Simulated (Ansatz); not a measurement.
# Zn4Se3S: the cost of one run

Method: DFT PBE, scalar-relativistic, plane waves, PAW, in Ansatz 0.2.0.

## Step 1: The starting structure

The structure is orthorhombic, space group Pmm2 (No. 25). Conventional cell: a = 4.002 Å, b = 8.009 Å, c = 5.657 Å, α = 90.00°, β = 90.00°, γ = 90.00°. Zn (site symmetry m) has 1 S at 2.37 Å and 3 Se at 2.47 to 2.49 Å in its first shell of neighbours. Zn (site symmetry mm2) has 2 S at 2.39 Å and 2 Se at 2.48 Å in its first shell of neighbours. Zn (site symmetry mm2) is surrounded by 4 Se at 2.47 Å. Se (site symmetry m) has 4 Zn at 2.47 to 2.48 Å in its first shell of neighbours. Se (site symmetry mm2) is surrounded by 4 Zn at 2.47 to 2.49 Å. S (site symmetry mm2) is surrounded by 4 Zn at 2.37 to 2.39 Å.

Coordinates:

```cif
data_structure
_symmetry_space_group_name_H-M 'Pmm2'
_symmetry_Int_Tables_number 25
_cell_length_a 4.0015
_cell_length_b 8.0089
_cell_length_c 5.6569
_cell_angle_alpha 90.000
_cell_angle_beta 90.000
_cell_angle_gamma 90.000
_cell_volume 181.29
loop_
_atom_site_label
_atom_site_type_symbol
_atom_site_symmetry_multiplicity
_atom_site_Wyckoff_symbol
_atom_site_fract_x
_atom_site_fract_y
_atom_site_fract_z
_atom_site_occupancy
Zn1 Zn 2 g 0.00000 0.74071 0.99347 1
Zn2 Zn 1 d 0.50000 0.50000 0.51769 1
Zn3 Zn 1 c 0.50000 0.00000 0.49475 1
Se1 Se 2 h 0.50000 0.74483 0.25012 1
Se2 Se 1 a 0.00000 0.00000 0.75089 1
S1 S 1 b 0.00000 0.50000 0.74947 1
```

The cell was relaxed beforehand at this level, from a generated guess; it is a trial structure. At a tolerance of 0.02 Å it has space group Pmm2 (No. 25); it has 22.66 Å³/atom, an uncorrected energy of -0.73 eV/atom over the elements.

## Step 2: Static run: bands, density of states and charges

input.yaml reads:

```yaml
crystal:
  lattice:
    - [4.0015399, 0.0, 0.0]
    - [0.0, 8.0088897, 0.0]
    - [0.0, 0.0, 5.6569268]
  atoms:
    - { symbol: Zn, position: [0.0, 0.740712, 0.993472] }
    - { symbol: Zn, position: [0.5, 0.5, 0.517693] }
    - { symbol: Zn, position: [0.0, 0.259288, 0.993472] }
    - { symbol: Zn, position: [0.5, 0.0, 0.494754] }
    - { symbol: Se, position: [0.5, 0.744827, 0.250123] }
    - { symbol: Se, position: [0.5, 0.255173, 0.250123] }
    - { symbol: Se, position: [0.0, 0.0, 0.750893] }
    - { symbol: S, position: [0.0, 0.5, 0.74947] }
basis:
  ecutwfc: 420
kpoints:
  mp_grid: { grid: [8, 4, 6] }
  band_path:
    path:
      - [[0.0, 0.0, 0.0], [0.5, 0.0, 0.0], [0.5, 0.5, 0.0], [0.0, 0.5, 0.0], [0.0, 0.0, 0.0], [0.0, 0.0, 0.5], [0.5, 0.0, 0.5], [0.5, 0.5, 0.5], [0.0, 0.5, 0.5], [0.0, 0.0, 0.5]]
      - [[0.5, 0.0, 0.0], [0.5, 0.0, 0.5]]
      - [[0.0, 0.5, 0.0], [0.0, 0.5, 0.5]]
      - [[0.5, 0.5, 0.0], [0.5, 0.5, 0.5]]
    npoints: 14
hamiltonian:
  xc: pbe
scf:
  occupations: { method: gaussian, width: 0.02 }
  n_extra_bands: 20
output:
  forces: true
  stress: true
  eigenvalues: true
  populations: true
  dos: { projected: true, de: 0.02, nscf_kmesh: { grid: [12, 6, 9] } }
  bader: true
```

The run is started by

```sh
> ansatz run input.yaml --threads 4 --pin off --max-ram 8192MiB --backend cpu --events-out ev --progress --plain --runs-dir out
```

**Question.** How long does this run take on 4 threads of Intel Xeon Platinum 8375C at 2.90GHz (Ice Lake), shared host, and how much memory does it need?

About 1.8 min, with a peak of 1.6 GiB.
